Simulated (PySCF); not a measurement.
**TcS(OH)₂: quartet, from a T-shaped (ligand arrangement 2) start**

The task is one start of a wider search on TcS(OH)₂: the quartet, from a T-shaped (ligand arrangement 2) start. It is relaxed, tested by its Hessian and followed downhill if it is a saddle.

Program: PySCF 2.14.0. Level of theory: PBE0, basis Tc def2-SVP with ECP28, S def2-SVP, O def2-SVP, H def2-SVP, scalar-relativistic core potentials, no spin–orbit coupling, density fitting. These are calculated values, not measurements.

## 1. The starting structure

6 atoms, charge 0, spin multiplicity 4.

Bond lengths: Tc1–S2 2.140 Å, Tc1–O3 1.910 Å, Tc1–O4 1.910 Å, O3–H5 0.960 Å, O4–H6 0.960 Å. Angles: S2–Tc1–O3 88.0°, S2–Tc1–O4 88.0°, O3–Tc1–O4 176.0°, Tc1–O3–H5 130.0°, Tc1–O4–H6 130.0°.

Coordinates in bohr (charge 0 multiplicity 4):
```
Tc    0.0000    0.0000   -0.8106
S     0.0000    0.0000    3.2334
O     3.6071    0.0000   -0.6846
O    -3.6071    0.0000   -0.6846
H     4.7725   -1.3897   -0.6440
H    -4.7725    1.3897   -0.6440
```

## 2. T-shaped (ligand arrangement 2) start, quartet: relaxation

One driver script runs all steps and calls PySCF; scf.py shows how it sets up the SCF of each step. The optimiser is the driver's own. Before each start the driver seeks the lowest SCF state from one or more starting densities and follows internal instabilities, so scf.py alone need not reach the same state.

The program finds C2 symmetry in the start, which this walk keeps.

File scf.py:

```python
from pyscf import gto, scf, dft
mol = gto.M(atom='''
Tc     0.000000     0.000000    -0.428977
S      0.000000     0.000000     1.711023
O      1.908800    -0.000000    -0.362277
O     -1.908800     0.000000    -0.362277
H      2.525500    -0.735400    -0.340777
H     -2.525500     0.735400    -0.340777''',
    basis={'Tc': 'def2-SVP', 'S': 'def2-SVP', 'O': 'def2-SVP', 'H': 'def2-SVP'},
    ecp={'Tc': 'def2-SVP'},
    charge=0, spin=3)
mf = dft.UKS(mol, xc='PBE0')
mf.grids.atom_grid = (50, 194)
aux = {'Tc': 'def2-universal-JKFIT', 'S': 'def2-universal-JKFIT', 'O': 'def2-universal-JKFIT', 'H': 'def2-universal-JKFIT'}
mf = mf.density_fit(auxbasis=aux)
mf.kernel()
```

Energy and gradient, step by step:

| step | energy (Eh) | change (kJ/mol) | largest symmetric gradient (Eh/bohr) |
| --- | --- | --- | --- |
| 0 | -630.074829 | 0.00 | 0.05923 |
| 1 | -630.099085 | -63.68 | 0.05140 |
| 2 | -630.120182 | -119.08 | 0.03346 |
| 3 | -630.127527 | -138.36 | 0.03810 |
| 4 | -630.132534 | -151.51 | 0.02967 |
| 5 | -630.134935 | -157.81 | 0.00758 |
| 6 | -630.135453 | -159.17 | 0.00217 |
| 7 | -630.135577 | -159.50 | 0.00218 |
| 8 | -630.135676 | -159.76 | 0.00425 |
| 9 | -630.135719 | -159.87 | 0.00174 |
| 10 | -630.135760 | -159.97 | 0.00065 |
| 11 | -630.135799 | -160.08 | 0.00055 |
| 12 | -630.135812 | -160.11 | 0.00028 |
| 13 | -630.135815 | -160.12 | 0.00029 |

The walk took 24 s on 4 threads, shared host.

End point (C2, 13 steps, 160.1 kJ/mol gained): O–H 0.967 Å (×2), Tc–O 1.864 Å (×2), Tc–S 2.102 Å; H–O–Tc 121.8° (×2), O–Tc–O 127.6°, O–Tc–S 116.2° (×2).

## 3. Vibrations and properties at this point

The point is checked on the finer grid, and tightened if its gradient asks for it. The Hessian and the dipole derivatives come from central differences of analytic gradients, with steps of 0.01 bohr.

scf.py: that of step 2 with these lines changed.

```diff
@@ -3,6 +3,6 @@
-Tc     0.000000     0.000000    -0.428977
-S      0.000000     0.000000     1.711023
-O      1.908800    -0.000000    -0.362277
-O     -1.908800     0.000000    -0.362277
-H      2.525500    -0.735400    -0.340777
-H     -2.525500     0.735400    -0.340777''',
+Tc     0.000000     0.000000    -0.238421
+S     -0.000000     0.000000     1.863191
+O      1.671580     0.058046    -1.060956
+O     -1.671580    -0.058046    -1.060956
+H      2.268372    -0.702904    -1.054426
+H     -2.268372     0.702904    -1.054426''',
@@ -13 +13 @@
-mf.grids.atom_grid = (50, 194)
+mf.grids.atom_grid = (75, 302)
```

This SCF starts from the last density.

Log of the central SCF (cycles and frontier levels):

```text
init E= -630.135828690767
[... the frontier-level lines of each cycle are left out ...]
cycle= 1 E= -630.135828690766  delta_E= 1.25e-12  |g|= 5.16e-06  |ddm|= 1.07e-05
Extra cycle  E= -630.135828690636  delta_E= 1.3e-10  |g|= 1.64e-05  |ddm|= 2.08e-05
converged SCF energy = -630.135828690636  <S^2> = 3.7752117  2S+1 = 4.012586
```

The whole step took 50 s.

Geometry: C2; O–H 0.967 Å (×2), Tc–O 1.864 Å (×2), Tc–S 2.102 Å; H–O–Tc 121.7° (×2), O–Tc–O 127.6°, O–Tc–S 116.2° (×2).

Modes, for the most abundant isotopes:

```tsv
symmetry	ω (cm⁻¹)	IR (km/mol)	μ (u)
b	130	5.5	7.76
b	173	1.6	5.01
a	189	1.8	6.67
b	298	65.1	1.26
a	303	200	1.14
a	556	20.6	32.83
a	665	60.3	1.08
b	668	292	1.34
a	693	112	12.84
b	735	81.2	4.60
b	3849	333	1.07
a	3850	36.4	1.07
```

All wavenumbers are real: a minimum.

Properties at this point:

| Item | Value |
| --- | --- |
| Dipole moment | 1.81 D |
| Highest occupied level | -6.28 eV |
| Lowest empty level | -3.13 eV |
| Rotational constants | 0.1671, 0.1081, 0.06621 cm⁻¹ |
| Zero-point energy | 72.4 kJ/mol |
| Principal polarisabilities | 37.9, 55.3, 74.5 bohr³ |
| Atomisation energy without zero-point energy | 2037 kJ/mol |
| Principal traceless quadrupole moments about the centre of mass | -7.73, -6.82, 14.55 D Å |
| Entropy at 298.15 K and 1 bar (electronic part: spin only) | 341.2 J/(mol K) |
| Heat capacity Cp at 298.15 K | 89.8 J/(mol K) |
| Enthalpy at 298.15 K above 0 K | 18.72 kJ/mol |
| Rotational symmetry number | 2 |
| Spin squared ⟨S²⟩ | 3.775 |

Populations by atom (charges in e):

| atom | Mulliken | Löwdin | polar tensor | spin (Mulliken) | Mayer order to Tc1 |
| --- | --- | --- | --- | --- | --- |
| Tc1 | 0.63 | -0.14 | 1.42 | 2.67 | – |
| S2 | -0.16 | 0.20 | -0.46 | 0.25 | 2.20 |
| O3,4 | -0.46 | -0.14 | -0.82 | 0.03 | 1.08 |
| H5,6 | 0.23 | 0.11 | 0.34 | 0.02 | 0.03 |

Outer orbital energies (eV). α occupied: -11.06, -9.82, -9.61, -9.35, -8.02, -7.76, -7.56, -6.28; empty: -2.34, -1.81, 0.01, 0.22. β occupied: -14.35, -11.25, -10.56, -10.32, -9.66, -8.83, -7.92, -7.69; empty: -3.13, -2.56, -2.54, -1.42.

Mulliken populations on Tc1 (outside its core potential): s 2.44, p 6.53, d 5.37, f 0.03.

## 4. Summary of results

```
                                          quantity                                                                                                         value
                                           minimum                                                                                                   quartet, C2
                                          geometry      O–H 0.967 Å (×2), Tc–O 1.864 Å (×2), Tc–S 2.102 Å; H–O–Tc 121.7° (×2), O–Tc–O 127.6°, O–Tc–S 116.2° (×2)
                                wavenumbers (cm⁻¹)  130 (b), 173 (b), 189 (a), 298 (b), 303 (a), 556 (a), 665 (a), 668 (b), 693 (a), 735 (b), 3849 (b), 3850 (a)
                                     dipole moment                                                                                                        1.81 D
highest occupied, lowest empty level (either spin)                                                                                               -6.28, -3.13 eV
                        polar-tensor charge of Tc1                                                                                                       +1.42 e
                                 zero-point energy                                                                                                   72.4 kJ/mol
                               entropy at 298.15 K                                                                                               341.2 J/(mol K)
         atomisation energy (no zero-point energy)                                                                                                   2037 kJ/mol
                                              ⟨S²⟩                                                                                                         3.775
```

**Reading.** The molecule stays C2, as typed, and the end point is a minimum. The strongest infrared band lies at 3849 cm⁻¹ (b). Most of the spin sits on Tc1 (Mulliken spin 2.67, against 3 for the whole molecule). Other starts or spin states, not run here, may lie lower. One determinant may miss the lowest occupation of an open d or f shell.

The search up to here took 86 s.
